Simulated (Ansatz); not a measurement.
# LaIn2Si2: forces, levels, charges and fields

One self-consistent run on LaIn2Si2 (a borrowed structure type, volume estimated), nothing relaxed, to see gap or metal, charges, bonding, and the stress on the cell.

Program: Ansatz 0.2.0. Level of theory: DFT, r2SCAN, no spin polarisation, plane waves, PAW. These are calculated values, not measurements.

**1. The system as given**

It takes space group I4/mmm (No. 139, tetragonal). The conventional cell has a = 4.475 Å, b = 4.475 Å, c = 11.228 Å, α = 90.00°, β = 90.00°, γ = 90.00°. Around La (site symmetry 4/mmm) lie 8 Si at 3.44 Å and 8 In at 3.59 Å. Si (site symmetry 4mm) is surrounded by 4 In at 2.67 Å and 1 Si at 2.69 Å and 4 La at 3.44 Å. In (site symmetry -4m2) is surrounded by 4 Si at 2.67 Å.

The coordinates stand in the input below.

Its first density is an earlier solution for the same cell, read from a checkpoint.

**2. The calculation**

The input, input.yaml:

```yaml
crystal:
  lattice:
    - [0.0, 4.47547, 0.0]
    - [4.47547, 0.0, 0.0]
    - [2.237735, 2.237735, -5.61383]
  atoms:
    - { symbol: La, position: [0.0, 0.0, 0.0] }
    - { symbol: Si, position: [0.38, 0.38, 0.24] }
    - { symbol: Si, position: [0.62, 0.62, 0.76] }
    - { symbol: In, position: [0.75, 0.25, 0.5] }
    - { symbol: In, position: [0.25, 0.75, 0.5] }
  symmetry: { tolerance: 0.0003 }
kpoints:
  mp_grid: { grid: [8, 8, 8], shift: [0, 0, 0] }
  band_path:
    path:
      - [0.0, 0.0, 0.0]
      - [0.5, 0.5, 0.5]
      - [0.5, 0.5, 0.25]
      - [0.0, 0.5, 0.0]
      - [0.0, 0.0, 0.0]
      - [0.0, 0.0, -0.5]
      - [0.0, 0.42055459, -0.2897227]
      - [0.0, 0.57944541, 0.2897227]
      - [0.0, 0.0, 0.0]
      - [0.5, 0.5, 0.5]
      - [0.42055459, 0.57944541, 0.5]
    npoints: 6
magnetization:
  spin_polarized: false
scf:
  occupations: { method: fermi_dirac }
  lower_state_search: "off"
  max_iter: 200
hamiltonian:
  pseudopotentials: { kind: paw }
  xc: r2scan
basis:
  ecutwfc: 500
  fft_grid_basis: typed
output:
  forces: true
  stress: true
  eigenvalues: true
  bader: true
  populations: true
  elf: true
  write_potential: true
  volumetric_format: npy
  dos:
    e_range: [-12, 8]
    de: 0.05
    projected: { site_lists: { In: [In], La: [La], Si: [Si] } }
  write_density: true
checkpoint:
  read: saved_state
```

The run is started by

```console
> ansatz run input.yaml --threads 1 --pin off --max-ram 2560MiB --backend cpu --events-out ev --progress --plain --runs-dir out
```

Log:

```text
Warning: RAYON_NUM_THREADS=1 ignored (pool sized by the plan → 1); use --threads N
La: projections on atomic orbitals take those of the free atom [Kr 4d10] 4f0 5s2 5p6 5d1 6s2, of charge +0.00 (hamiltonian.pseudopotentials.projection_atoms); the dataset's partial waves leave at most 1.9e-5 of an orbital's norm unspanned inside its sphere
Engine: ansatz 0.2.0, x86_64-unknown-linux-gnu
Pseudopotentials: kind: paw
Pseudopotential: La, paw, valence charge 11, recommended cutoff 500 eV (meta_gga), La.paw.azcp
Pseudopotential: Si, paw, valence charge 4, recommended cutoff 500 eV (meta_gga), Si.paw.azcp
Pseudopotential: In, paw, valence charge 13, recommended cutoff 500 eV (meta_gga), In.paw.azcp
Functional definition: r2SCAN
  parameter k0 = 0.174
  parameter k1 = 0.065
  parameter a1 = 4.9479
  exchange = r2scan_x(k0 = k0, k1 = k1, a1 = a1)
  correlation = r2scan_c
Crystal: 5 atoms, lattice volume = 112.444 Å³
Basis set: ecut = 500 eV, 2881 PW (Γ), exchange–correlation on 144×144×192 points (64 copies of the dense FFT grid, shifted against one another)
Bands: 28, of which v1, the nominal top of the filled ones, is band 23 counted from 1 (22 counted from 0)
Symmetry: 16 space group operations
Space group: I4/mmm (ITA 139), of the structure as read, at distance tolerance 1.4e-3 Å
k-points: 59 of 512
Non-local potential: La, projectors of the file, l = 0: 3, l = 1: 2, l = 2: 2, l = 3: 3
Non-local potential: Si, projectors of the file, l = 0: 2, l = 1: 2, l = 2: 2
Non-local potential: In, projectors of the file, l = 0: 2, l = 1: 2, l = 2: 2, l = 3: 2
PAW form: soft (Blöchl's): semilocal exchange-correlation on the pseudo side does not see the compensation charge
PAW frozen core: La, regenerated for the run's functional (the file was generated under x = pbe(κ = 0.804, μ = 0.2195149727645171), c = pbe(β = 0.06672455060314922))
PAW frozen core: Si, regenerated for the run's functional (the file was generated under x = pbe(κ = 0.804, μ = 0.2195149727645171), c = pbe(β = 0.06672455060314922))
PAW frozen core: In, regenerated for the run's functional (the file was generated under x = pbe(κ = 0.804, μ = 0.2195149727645171), c = pbe(β = 0.06672455060314922))
PAW one-centre angular grid: La, 974 points (default); XC on 160 Gauss nodes
PAW one-centre angular grid: Si, 302 points (default); XC on 160 Gauss nodes
PAW one-centre angular grid: In, 590 points (default); XC on 289 of its mesh's 2783 points in the sphere
Initial density: read from a saved state, or passed on in memory by an earlier SCF of this step, an earlier step, the calling program or the single point that the run made first
Initial wavefunctions: pseudopotential atomic-orbital guess
Functional: x = r2scan, c = r2scan; τ floored in thin density (d = 2e-4 eV/Å³)
iter 1 solved again at ethr=6.77e-6 eV; its pass at ethr=3.10e-3 eV (dr2=3.05e-3 eV) is discarded
SCF iter   1: F=-18767.018124 eV  HF=-18767.020275 eV  |F-HF|=2.15e-3  |Δ(HF+E_count)|=         —  Δρ=1.06e-3  dr2=2.98e-3  dr2_τ=1.87e-4  ethr=6.77e-6  ⟨swp⟩=2.8  Hψ=11995  notcnv=0
preconditioner: auto → Kerker (q_TF=auto, 2.342 Å⁻¹)  [metal: Δε(μ)=0.059 eV  Ē_g=12.931 eV  σ=0.100 eV  W_gap=0.15  n_scr=32 (ndim 8)  ℏωp=23.0 eV  f_vac=0.000  D(μ)=2.54/eV (n_scr^D=14)]
SCF iter   2: F=-18767.019797 eV  HF=-18767.020081 eV  |F-HF|=2.84e-4  |Δ(HF+E_count)|=   1.95e-4  Δρ=4.96e-4  dr2=5.59e-4  dr2_τ=2.77e-5  ethr=6.63e-6  ⟨swp⟩=2.1  Hψ=2429  notcnv=0
SCF iter   3: F=-18767.020044 eV  HF=-18767.020064 eV  |F-HF|=1.93e-5  |Δ(HF+E_count)|=   1.68e-5  Δρ=1.82e-4  dr2=6.57e-5  dr2_τ=9.08e-7  ethr=1.24e-6  ⟨swp⟩=2.0  Hψ=2253  notcnv=0
SCF iter   4: F=-18767.020069 eV  HF=-18767.020069 eV  |F-HF|=3.37e-7  |Δ(HF+E_count)|=   4.98e-6  Δρ=3.76e-5  dr2=2.78e-6  dr2_τ=3.38e-8  ethr=1.46e-7  ⟨swp⟩=2.0  Hψ=2177  notcnv=0
SCF iter   5: F=-18767.020070 eV  HF=-18767.020070 eV  |F-HF|=3.50e-8  |Δ(HF+E_count)|=   1.18e-6  Δρ=1.11e-5  dr2=2.48e-7  dr2_τ=3.43e-9  ethr=6.19e-9  ⟨swp⟩=2.5  Hψ=3166  notcnv=0
SCF iter   6: F=-18767.020070 eV  HF=-18767.020070 eV  |F-HF|=1.04e-8  |Δ(HF+E_count)|=   6.68e-8  Δρ=3.66e-6  dr2=2.31e-8  dr2_τ=2.65e-10  ethr=2.22e-10  ⟨swp⟩=11.8  Hψ=12438  notcnv=0
SCF 1 converged in 6 iterations: F = -18767.020070 eV  dr2 = 2.31e-8
NSCF: frozen V_eff on 61 k-points
SCF converged after 6 iterations
Free energy (F): -18767.020070 eV
Harris-Foulkes:  -18767.020070 eV  (|F-HF|=1.04e-8)
Internal energy: -18766.935439 eV  (E = F + TS)
E sigma→0 (E₀):  -18766.977754 eV
Entropy (-TS):   -0.084631 eV (-16.926 meV/atom)
Fermi energy:    11.814257 eV
--- Per-component energies (eV) ---
  E_band       = -45.227914
  E_kinetic    = 760.683261
  E_local      = -2851.588518  (includes V_loc(G=0)·N_el)
  E_nonlocal   = 880.022330
  E_hartree    = 1153.377814
  E_xc         = -639.502928
  E_vxc        = -476.950642  (∫ρ·V_xc dr)
  E_paw        = -14844.213083  (= ΣΔE_a)
  E_vpaw       = -691.347661  (= ΣTr[D̂ρ^β])
  E_aug_tail   = 0.000026  (compensation charges beyond the density's cutoff)
  E_vtau       = 27.198430  (kinetic-family band-sum trace: ∫τ·v_τ [+ j·A + Jᵃ·Aᵃ] dr)
  E_ewald      = -3227.561079
  E_core_change = 1.846738  (= ΣΔE_core)
  E_smearing   = -0.084631  (= −TS)
  E_closure    = 0.000000  (closes the sum)
  Σ components = -18767.020070   (vs F -18767.020070, Δ=0.00e0)
--- Forces (eV/Å), atoms counted from 1 ---
  atom   1  La    -0.00000000     0.00000000     0.00000000
  atom   2  Si     0.00000000     0.00000000     1.56777038
  atom   3  Si     0.00000000     0.00000000    -1.56777038
  atom   4  In     0.00000000     0.00000000    -0.00000000
  atom   5  In     0.00000000     0.00000000    -0.00000000
  max |Σ_I F_I| component: 4.45e-16 eV/Å
--- Stress (GPa, compression-positive) ---
        5.139118       0.000000       0.000000
        0.000000       5.139118       0.000000
        0.000000       0.000000       2.978464
  P = ⅓ Tr σ = 4.4189 GPa (44.189 kbar)
--- Band table (eV; the first three rows and the last of 59) ---
  k-point 0: bands = ["-22.8291", "-6.2529", "-6.0756", "-6.0756", "-4.3542", "-4.3287", "-4.0846", "-4.0464", "-4.0464", "-3.8478", "-3.8478", "-3.7793", "-3.7404", "-3.5494", "-0.3155", "4.2222", "5.4331", "7.7891", "7.7891", "9.3113", "10.1737", "10.4539", "10.4539", "12.1559", "13.4081", "13.4275", "13.4323", "13.4323"]
  k-point 1: bands = ["-22.8291", "-6.2594", "-6.0736", "-6.0736", "-4.3572", "-4.3287", "-4.0842", "-4.0510", "-4.0510", "-3.8472", "-3.8472", "-3.7793", "-3.7410", "-3.5494", "-0.2324", "3.7037", "6.0639", "7.8042", "7.8042", "9.0969", "10.5248", "10.5365", "10.5365", "11.7804", "13.3723", "13.4068", "13.4068", "13.4068"]
  k-point 2: bands = ["-22.8289", "-6.2749", "-6.0687", "-6.0687", "-4.3643", "-4.3286", "-4.0831", "-4.0620", "-4.0620", "-3.8460", "-3.8460", "-3.7793", "-3.7425", "-3.5494", "-0.0011", "2.9471", "7.1638", "7.8415", "7.8415", "8.8034", "10.7624", "10.7624", "11.2135", "11.2295", "12.9253", "13.2938", "13.2938", "13.4040"]
  k-point 58: bands = ["-22.8125", "-6.2224", "-6.2217", "-6.2217", "-4.1623", "-4.1543", "-4.1543", "-4.1296", "-3.9790", "-3.9790", "-3.8168", "-3.8168", "-3.7117", "-3.7117", "2.2198", "3.4686", "4.6425", "4.6425", "7.0187", "8.1167", "8.1167", "10.1282", "12.9269", "12.9269", "13.4727", "13.4747", "13.4747", "13.5175"]
--- Löwdin populations: 5 sites ---
  site symbol       q [e]
     0     La     10.5653
     1     Si      4.1847
     2     Si      4.1847
     3     In     12.9355
     4     In     12.9355
  spilling = 0.004317 (of n_electrons = 45.000000)
--- Bader charges: 5 sites ---
  site symbol  charge [e]  shift [e]
     0     La      1.4227     0.0000
     1     Si     -0.8001     0.0009
     2     Si     -0.8001     0.0009
     3     In      0.0887     0.0009
     4     In      0.0887     0.0009
  estimated error of the sums over rays = 7.7e-4 e
```

Run time: 51 s. Hardware: 1 thread of an x86-64 CPU, shared host; peak memory 0.79 GiB.

**3. How far from equilibrium**

Sizes of the largest forces and where they point against the nearest neighbour:

| atom | force (eV/Å) | nearest | distance (Å) | direction |
| --- | --- | --- | --- | --- |
| Si3 | 1.568 | In4 | 2.67 | (others are as near) |
| Si2 | 1.568 | In4 | 2.67 | (others are as near) |

Diagonalising the stress gives 2.98, 5.14, 5.14 GPa, so P = 4.42 GPa (positive in compression).

**4. The band path (bands.tsv)**

Levels near the Fermi level at the path's corners (eV):

| point | band 22 | band 23 | band 24 | band 25 | band 26 | band 27 |
| --- | --- | --- | --- | --- | --- | --- |
| Γ | -1.36 | -1.36 | 0.34 | 1.59 | 1.61 | 1.62 |
| X | -0.96 | 0.73 | 0.82 | 1.48 | 1.66 | 1.66 |
| P | -1.69 | 1.11 | 1.11 | 1.66 | 1.66 | 1.66 |
| N | -1.43 | -0.58 | 0.04 | 0.22 | 1.50 | 1.51 |
| Γ | -1.36 | -1.36 | 0.34 | 1.59 | 1.61 | 1.62 |
| M | -1.05 | -0.62 | -0.62 | 0.64 | 1.13 | 1.13 |
| S | -0.76 | -0.34 | -0.08 | 0.46 | 0.69 | 0.82 |
| S0 | -0.76 | -0.34 | -0.08 | 0.46 | 0.69 | 0.82 |
| Γ | -1.36 | -1.36 | 0.34 | 1.59 | 1.61 | 1.62 |
| X | -0.96 | 0.73 | 0.82 | 1.48 | 1.66 | 1.66 |
| R | -1.03 | 0.69 | 0.82 | 1.49 | 1.63 | 1.67 |

The same bands between the corners:

```
distance (1/Å)  band 24  band 25
          0.00     0.34     1.59
          0.33     0.50     1.44
          0.66     1.09     1.48
          0.99     0.82     1.48
          1.09     1.14     1.43
          1.18     1.30     1.60
          1.27     1.11     1.66
          1.51     0.97     1.59
          1.74     1.04     1.17
          1.97     0.04     0.22
          2.23     0.27     1.06
          2.48     0.39     1.52
          2.73     0.34     1.59
          2.92    -0.23     1.49
          3.10    -0.08     0.28
          3.29    -0.62     0.64
          3.49    -0.39     0.58
          3.68    -0.15     0.35
          3.88    -0.08     0.46
          4.08    -0.07     0.29
          4.28    -0.07     0.29
          4.48    -0.08     0.46
          4.75     0.80     1.31
          5.03     0.59     1.50
          5.30     0.34     1.59
          5.63     0.50     1.44
          5.96     1.09     1.48
          6.29     0.82     1.48
          6.34     0.83     1.48
          6.39     0.84     1.48
          6.45     0.82     1.49
```

**5. Density of states**

States per cell by energy window, from dos.tsv and pdos.tsv (tetrahedra; eV from the Fermi level):

| from | to | total | In s | In p | La d | Si s | Si p |
| --- | --- | --- | --- | --- | --- | --- | --- |
| -4.5 | -4.0 | 0.80 | 0.04 | 0.24 | 0.05 | 0.06 | 0.36 |
| -4.0 | -3.5 | 1.54 | 0.03 | 0.49 | 0.18 | 0.03 | 0.73 |
| -3.5 | -3.0 | 1.38 | 0.03 | 0.34 | 0.21 | 0.02 | 0.72 |
| -3.0 | -2.5 | 1.00 | 0.03 | 0.21 | 0.17 | 0.01 | 0.53 |
| -2.5 | -2.0 | 0.78 | 0.05 | 0.15 | 0.15 | 0.02 | 0.37 |
| -2.0 | -1.5 | 0.48 | 0.05 | 0.09 | 0.08 | 0.02 | 0.21 |
| -1.5 | -1.0 | 0.92 | 0.06 | 0.13 | 0.26 | 0.13 | 0.27 |
| -1.0 | -0.5 | 0.94 | 0.08 | 0.14 | 0.27 | 0.11 | 0.25 |
| -0.5 | 0.0 | 1.04 | 0.14 | 0.16 | 0.27 | 0.10 | 0.22 |
| 0.0 | 0.5 | 1.58 | 0.20 | 0.26 | 0.48 | 0.10 | 0.26 |

The bands computed are complete only to about 1.0 eV above the Fermi level.

**6. Charges**

Gathered by element (positive charge: electrons given up): Löwdin charges also hold the electrons that the projection spills.

| element | atoms | Bader charge (e) | Bader volume (Å³) | Löwdin charge (e) |
| --- | --- | --- | --- | --- |
| La | 1 | +1.42 | 24.7 | +0.43 |
| Si | 2 | -0.80 | 22.9 | -0.19 |
| In | 2 | +0.09 | 20.9 | +0.06 |

Löwdin charges rest on a small set of atomic orbitals that misses 0.4 % of the electrons, so they need not add up to the cell's charge and can differ from Bader's even in sign.

**7. Fields in real space**

Maps in the plane spanned by a and b at height 0.000 along c (axes of the input's cell), one cell: a runs left to right (14 points from zero), b bottom to top (14 points), 90° apart. These are the smooth PAW fields, not the true ones near the nuclei.

Valence density. Ten steps from '0' (0.05 e/Å³) to '9' (1.65 e/Å³), finer at the low end (step k begins (100^(k/10) - 1)/99 of the way up):
```
99985200025899
99974211124799
88753223223578
55433344433345
22223455543222
00124555554210
00134556554310
00124555554210
22223455543222
55433344433345
88753223223578
99974211124799
99985200025899
99985200025899
```

ELF. Ten even steps from '0' (0.00) to '9' (0.84):
```
15993011103995
99971012101799
99721133311279
53111345431113
00013566653100
01134677764311
11235677765321
01134677764311
00013566653100
53111345431113
99721133311279
99971012101799
15993011103995
01995001005991
```

Atoms within 0.2 Å of the plane, in fractions of a and b: La at (0.00, 0.00).

Along short contacts, where the density is least:

| contact | length (Å) | minimum at (fraction) | density (e/Å³) | ELF |
| --- | --- | --- | --- | --- |
| Si2–In4 | 2.672 | none clear | – | – |
| Si2–Si3 | 2.695 | none clear | – | – |
| La1–Si2 | 3.439 | 0.50 | 0.116 | 0.15 |
| La1–In4 | 3.590 | 0.50 | 0.095 | 0.12 |

**8. Outcome**

```
                                                 quantity                           value
                                            largest force                1.568 eV/Å on Si
                                                 pressure                         4.4 GPa
           formation energy (elements from separate runs)                   -0.11 eV/atom
                                                character                           metal
density of states, mean within 0.25 eV of the Fermi level             2.4 per eV per cell
                                            Bader charges  La +1.42, Si -0.80, In +0.09 e
```

What this shows: Bands cross the Fermi level: a metal; within 0.25 eV of the Fermi level the density of states averages 2.4 per eV per cell, mostly La d (30 %), Si p (17 %) and In p (16 %). La loses most charge (+1.42 e on average) and Si gains most (-0.80 e). The pressure of 4.4 GPa says the cell is too small, and unequal principal stresses would change its shape. Set against separate runs on the elements (La dhcp, Si diamond, In body-centred tetragonal), it forms at -0.11 eV per atom, which says nothing yet of rival compounds.
